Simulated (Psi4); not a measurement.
# GaH2Br (SMILES [H][Ga]([H])[Br]): a chain of runs

Aim: a structure relaxation (singlet GaH2Br, wB97X-D/def2-TZVP), then the energy (doublet GaH2Br+, U-wB97X-D/def2-TZVP), then a structure relaxation (doublet GaH2Br+, U-wB97X-D/def2-TZVP), then a single-point energy (singlet GaH2Br, wB97X-D/def2-TZVP) of BrGaH2. 

Program for the calculation: Psi4 1.11.

**1. The structure to begin with**

GaH2Br has 4 atoms, charge 0, and is taken as a singlet. SMILES: `[H][Ga]([H])[Br]`. Geometry: a GFN2-xTB relaxation, a rough one for these elements and not checked as a minimum. The run starts from this shape.

Bond lengths: Ga1–Br4 2.264 Å, Ga1–H2 1.555 Å, Ga1–H3 1.555 Å. Angles: H2–Ga1–Br4 118.8°, H3–Ga1–Br4 118.8°, H2–Ga1–H3 122.4°.

**2. A structure relaxation at wB97X-D/def2-TZVP (density fitting) (run 1)**

File job.inp:

```
memory 1600 mb

molecule {
  0 1
  Ga     0.098300     0.164400    -0.001080
  H      1.652210     0.107640     0.012180
  H     -0.686390     1.506690    -0.020070
  Br    -1.064120    -1.778730     0.008970
  symmetry c1
}

set {
  basis def2-TZVP
}

opt('wb97x-d')
```

Command:

```bash
$ psi4 -i job.inp -o job.out -n 1
```

job.out:

```text
[...]
  Running in c1 symmetry.
[...]
  Nuclear repulsion =  286.063230082433336
[...]
  Multiplicity = 1
[...]
  Nalpha       = 34
  Nbeta        = 34
[...]
    Number of basis functions: 108
[...]
   @DF-RKS iter   1: -4498.21292084825473   -2.83850e+00   3.27001e-02 ADIIS/DIIS
[...]
   @DF-RKS iter   6: -4500.37499419939286   -9.09495e-12   5.16409e-09 DIIS
[...]
  @DF-RKS Final Energy: -4500.37499419939286
   => Energetics <=
    Nuclear Repulsion Energy =            283.3177885729792820
    One-Electron Energy =               -6833.2798452695114975
    Two-Electron Energy =                2174.6476297863387117
    DFT Exchange-Correlation Energy =    -125.0599194444032776
    Empirical Dispersion Energy =          -0.0006478447968049
    VV10 Nonlocal Energy =                  0.0000000000000000
    Total Energy =                      -4500.3749941993937682
[...]
 Multipole Moments:
 ------------------------------------------------------------------------------------
     Multipole            Electronic (a.u.)      Nuclear  (a.u.)        Total (a.u.)
 ------------------------------------------------------------------------------------
 L = 1.  Multiply by 2.5417464519 to convert [e a0] to [Debye]
 Dipole X            :         -2.1306847            2.5059811            0.3752964
 Dipole Y            :         -3.5612961            4.1885739            0.6272778
 Dipole Z            :          0.0210872           -0.0248345           -0.0037473
 Magnitude           :                                                    0.7309848
[...]
  -Total Gradient:
     Atom            X                  Y                   Z
    ------   -----------------  -----------------  -----------------
       1       -0.000030345335    -0.000051019954    -0.000001536246
       2       -0.000029809035    -0.000048785500     0.000000927989
       3       -0.000028999179    -0.000049363215     0.000000940130
       4       -0.000022269722    -0.000037079908     0.000000619017
[...]
    Final optimized geometry and variables:
    Molecular point group: c1
    Full point group: C1
    Geometry (in Angstrom), charge = 0, multiplicity = 1:
    GA           0.614569850141     1.027209278684    -0.006104005134
    H            2.161293924988     0.883778925058     0.007078914842
    H           -0.243209448696     2.322167853266    -0.026076765010
    BR          -0.561246907537    -0.938083901719     0.005573718059
    Psi4 run time: 0:00:31.61
[...]
```

The script printed:

```text
Optimizer: Optimization complete!
```

Run time: 33 s. Hardware: 1 thread of Intel Xeon 6975P-C (Granite Rapids), shared host; peak memory 0.65 GiB.

Steps, from the record of the run:

```csv
step,energy from the first frame kept (eV),largest force (eV/Å)
0,0.0000,0.4994
1,-0.0102,0.2746
2,0.0008,0.4230
3,-0.0131,0.2202
4,-0.0166,0.0060
5,-0.0166,0.0031
```

After the run. Bond lengths: Ga1–Br4 2.290 Å, Ga1–H2 1.553 Å, Ga1–H3 1.553 Å. Angles: H2–Ga1–Br4 115.6°, H3–Ga1–Br4 115.6°, H2–Ga1–H3 128.8°.

**3. The doublet cation: the energy at U-wB97X-D/def2-TZVP (density fitting) (run 2)**

File brgah2.dat:

```
memory 1600 MB

molecule molecule1 {
  1 2
  Ga     0.105895     0.176973    -0.001930
  H      1.652619     0.033542     0.011253
  H     -0.751885     1.471931    -0.021903
  Br    -1.069922    -1.788321     0.009748
  units angstrom
}

set basis def2-TZVP
set reference uks

E, wfn = energy("wb97x-d", return_wfn=True)
```

Command:

```bash
$ psi4 brgah2.dat brgah2.out -n 1
```

brgah2.out:

```text
[...]
  Running in c1 symmetry.
[...]
  Nuclear repulsion =  283.317697711546430
[...]
  Multiplicity = 2
[...]
  Nalpha       = 34
  Nbeta        = 33
[...]
    Number of basis functions: 108
[...]
   @DF-UKS iter   1: -4497.87787683631359   -2.53319e+00   3.23581e-02 ADIIS/DIIS
[...]
   @DF-UKS iter  12: -4499.99064629251097   -3.57954e-07   3.05686e-07 DIIS
[...]
   @S^2 Observed:                7.566609515E-01
[...]
    Orbital Energies [Eh]
    ---------------------
    Alpha Occupied:
       1A   -483.426931     2A   -373.071321     3A    -62.973846
       4A    -56.766759     5A    -56.762107     6A    -56.760655
       7A    -46.346073     8A    -41.077159     9A    -41.074668
      10A    -41.073086    11A     -9.113462    12A     -6.936809
      13A     -6.925474    14A     -6.920566    15A     -5.875373
      16A     -4.156089    17A     -4.150084    18A     -4.145081
      19A     -3.039402    20A     -3.037720    21A     -3.033748
      22A     -3.025919    23A     -3.025638    24A     -1.205286
      25A     -1.194885    26A     -1.192532    27A     -1.190025
      28A     -1.189857    29A     -1.145391    30A     -0.795689
      31A     -0.700307    32A     -0.671748    33A     -0.657863
      34A     -0.631935
[...]
  @DF-UKS Final Energy: -4499.99064629251097
   => Energetics <=
    Nuclear Repulsion Energy =            283.3176977115464297
    One-Electron Energy =               -6815.0327172165198135
    Two-Electron Energy =                2156.6196217734423044
    DFT Exchange-Correlation Energy =    -124.8946007161948870
    Empirical Dispersion Energy =          -0.0006478447850229
    VV10 Nonlocal Energy =                  0.0000000000000000
    Total Energy =                      -4499.9906462925109736
[...]
 Multipole Moments:
 ------------------------------------------------------------------------------------
     Multipole            Electronic (a.u.)      Nuclear  (a.u.)        Total (a.u.)
 ------------------------------------------------------------------------------------
 L = 1.  Multiply by 2.5417464519 to convert [e a0] to [Debye]
 Dipole X            :         -2.1621994            2.5059806            0.3437812
 Dipole Y            :         -3.6139686            4.1885739            0.5746053
 Dipole Z            :          0.0214090           -0.0248351           -0.0034261
 Magnitude           :                                                    0.6696033
[...]
```

Wall time 7.2 s (1 thread of Intel Xeon 6975P-C (Granite Rapids), shared host); peak memory 0.6 GiB.

**4. The doublet cation: a geometry optimisation at U-wB97X-D/def2-TZVP (density fitting) (run 3)**

File calc.dat:

```
memory 1600 MB

molecule {
  1 2
  Ga     0.20011255     0.33443050    -0.00364717
  H      3.12299730     0.06338519     0.02126509
  H     -1.42085673     2.78154646    -0.04139067
  Br    -2.02185955    -3.37943691     0.01842105
  units au
  symmetry c1
}

set globals {
  basis def2-TZVP
  reference uks
}

E, wfn = opt("wb97x-d", return_wfn=True)
print_variables()
```

Command:

```bash
$ psi4 -n 1 calc.dat calc.out
```

calc.out:

```text
[...]
  Running in c1 symmetry.
[...]
  Nuclear repulsion =  283.317698146266537
[...]
  Multiplicity = 2
[...]
  Nalpha       = 34
  Nbeta        = 33
[...]
    Number of basis functions: 108
[...]
   @DF-UKS iter   1: -4497.87787659940113   -2.53319e+00   3.23581e-02 DIIS/ADIIS
[...]
   @DF-UKS iter   7: -4499.99663383002553   -4.27463e-11   8.50789e-09 DIIS
[...]
   @S^2 Observed:                7.532043063E-01
[...]
  @DF-UKS Final Energy: -4499.99663383002553
   => Energetics <=
    Nuclear Repulsion Energy =            260.4248126553430893
    One-Electron Energy =               -6769.7632820491526218
    Two-Electron Energy =                2134.2283113037260591
    DFT Exchange-Correlation Energy =    -124.8858092474690693
    Empirical Dispersion Energy =          -0.0006664924731808
    VV10 Nonlocal Energy =                  0.0000000000000000
    Total Energy =                      -4499.9966338300255302
[...]
 Multipole Moments:
 ------------------------------------------------------------------------------------
     Multipole            Electronic (a.u.)      Nuclear  (a.u.)        Total (a.u.)
 ------------------------------------------------------------------------------------
 L = 1.  Multiply by 2.5417464519 to convert [e a0] to [Debye]
 Dipole X            :         -1.9035975            2.3240110            0.4204135
 Dipole Y            :         -3.1817285            3.8844214            0.7026928
 Dipole Z            :          0.0191065           -0.0232382           -0.0041317
 Magnitude           :                                                    0.8188662
[...]
  -Total Gradient:
     Atom            X                  Y                   Z
    ------   -----------------  -----------------  -----------------
       1       -0.000054514660    -0.000091020325     0.000005471142
       2       -0.000069666010    -0.000085307413    -0.000001821396
       3       -0.000042193525    -0.000101752513    -0.000001442477
       4       -0.000051756043    -0.000086509923    -0.000000035080
[...]
```

On the terminal:

```text
Optimizer: Optimization complete!
```

Run time: 59 s. Hardware: 1 thread of Intel Xeon 6975P-C (Granite Rapids), shared host; peak memory 0.66 GiB.

Steps, from the record of the run:

```csv
step,energy from the first frame kept (eV),largest force (eV/Å)
0,0.0000,0.9155
1,-0.0359,0.8893
2,-0.1602,0.0727
3,-0.1626,0.0475
4,-0.1624,0.0520
5,-0.1628,0.0407
6,-0.1629,0.0120
7,-0.1629,0.0057
```

After the run. Bond lengths: Ga1–Br4 2.526 Å, Ga1–H2 1.531 Å, Ga1–H3 1.531 Å. Angles: H2–Ga1–Br4 102.1°, H3–Ga1–Br4 102.1°, H2–Ga1–H3 155.7°.

**5. A single-point energy at wB97X-D/def2-TZVP (density fitting) (run 4)**

File job.dat:

```
memory 1600 mb

molecule mol {
  0 1
  Ga
  H 1 r2
  H 1 r3 2 a3
  Br 1 r4 3 a4 2 d4

  r2 = 1.531492
  r3 = 1.531491
  a3 = 155.70011
  r4 = 2.525842
  a4 = 102.14991
  d4 = -179.98546
  symmetry c1
}

set {
  basis def2-TZVP
}

result, w = energy("wb97x-d", return_wfn=True)
print_variables()
```

Command:

```bash
$ psi4 job.dat job.out -n 1
```

job.out:

```text
[...]
  Running in c1 symmetry.
[...]
  Nuclear repulsion =  260.424870590798207
[...]
  Multiplicity = 1
[...]
  Nalpha       = 34
  Nbeta        = 34
[...]
    Number of basis functions: 108
[...]
   @DF-RKS iter   1: -4498.25391010820567   -3.10138e+00   3.25086e-02 ADIIS/DIIS
[...]
   @DF-RKS iter  10: -4500.35993357158623   -7.99037e-08   5.92355e-07 DIIS
[...]
    Orbital Energies [Eh]
    ---------------------
    Doubly Occupied:
       1A   -483.085947     2A   -372.856745     3A    -62.634563
       4A    -56.424343     5A    -56.423010     6A    -56.422469
       7A    -46.130939     8A    -40.862418     9A    -40.859847
      10A    -40.857470    11A     -8.774612    12A     -6.591990
      13A     -6.587821    14A     -6.586127    15A     -5.659785
      16A     -3.941629    17A     -3.934366    18A     -3.928458
      19A     -2.696744    20A     -2.695915    21A     -2.694575
      22A     -2.691201    23A     -2.691069    24A     -0.982171
      25A     -0.979617    26A     -0.975137    27A     -0.974749
      28A     -0.970056    29A     -0.816844    30A     -0.565955
      31A     -0.449641    32A     -0.379725    33A     -0.353366
      34A     -0.343870
[...]
  @DF-RKS Final Energy: -4500.35993357158623
   => Energetics <=
    Nuclear Repulsion Energy =            260.4248705907982071
    One-Electron Energy =               -6788.0139518348241836
    Two-Electron Energy =                2152.2620948959997804
    DFT Exchange-Correlation Energy =    -125.0322807311348754
    Empirical Dispersion Energy =          -0.0006664924249353
    VV10 Nonlocal Energy =                  0.0000000000000000
    Total Energy =                      -4500.3599335715853158
[...]
 Multipole Moments:
 ------------------------------------------------------------------------------------
     Multipole            Electronic (a.u.)      Nuclear  (a.u.)        Total (a.u.)
 ------------------------------------------------------------------------------------
 L = 1.  Multiply by 2.5417464519 to convert [e a0] to [Debye]
 Dipole X            :          0.0004972           -0.0009590           -0.0004618
 Dipole Y            :         -2.8098449            4.4252244            1.6153795
 Dipole Z            :         -0.6049437            0.9527249            0.3477812
 Magnitude           :                                                    1.6523931
[...]
```

Run time: 5.4 s. Hardware: 1 thread of Intel Xeon 6975P-C (Granite Rapids), shared host; peak memory 0.6 GiB.

**6. Summary of results**

| quantity | value |
| --- | --- |
| run 1, wB97X-D/def2-TZVP: total energy at the end | -4500.37499 Eh |
| run 1, wB97X-D/def2-TZVP: dipole moment | 1.86 D |
| run 1, wB97X-D/def2-TZVP: HOMO energy | -9.92 eV |
| run 1, wB97X-D/def2-TZVP: LUMO energy | -0.26 eV |
| run 1, wB97X-D/def2-TZVP: HOMO–LUMO gap | 9.66 eV |
| run 1, wB97X-D/def2-TZVP: dispersion energy | -1.70 kJ/mol |
| doublet cation, run 2: total energy | -4499.99065 Eh |
| doublet cation, run 2: HOMO energy (highest over α and β) | -16.99 eV |
| doublet cation, run 2: LUMO energy (lowest over α and β) | -11.05 eV |
| doublet cation, run 2: dispersion energy | -1.70 kJ/mol |
| doublet cation, run 2: ⟨S²⟩ | 0.757 |
| doublet cation, run 3: total energy at the end | -4499.99663 Eh |
| doublet cation, run 3: HOMO energy (highest over α and β) | -17.14 eV |
| doublet cation, run 3: LUMO energy (lowest over α and β) | -10.56 eV |
| doublet cation, run 3: dispersion energy | -1.75 kJ/mol |
| doublet cation, run 3: ⟨S²⟩ | 0.753 |
| run 4, wB97X-D/def2-TZVP: total energy | -4500.35993 Eh |
| run 4, wB97X-D/def2-TZVP: dipole moment | 4.20 D |
| run 4, wB97X-D/def2-TZVP: HOMO energy | -9.36 eV |
| run 4, wB97X-D/def2-TZVP: LUMO energy | -0.63 eV |
| run 4, wB97X-D/def2-TZVP: HOMO–LUMO gap | 8.73 eV |
| run 4, wB97X-D/def2-TZVP: dispersion energy | -1.75 kJ/mol |
| adiabatic ionisation energy (to the doublet cation, no zero-point term) | 10.296 eV |

The adiabatic ionisation energy (to the doublet cation, no zero-point term) is 10.30 eV (237 kcal/mol). The optimisation (run 1, wB97X-D/def2-TZVP) took 6 steps and changed the energy by -0.017 eV. The optimisation (doublet cation, run 3) took 8 steps and changed the energy by -0.163 eV.
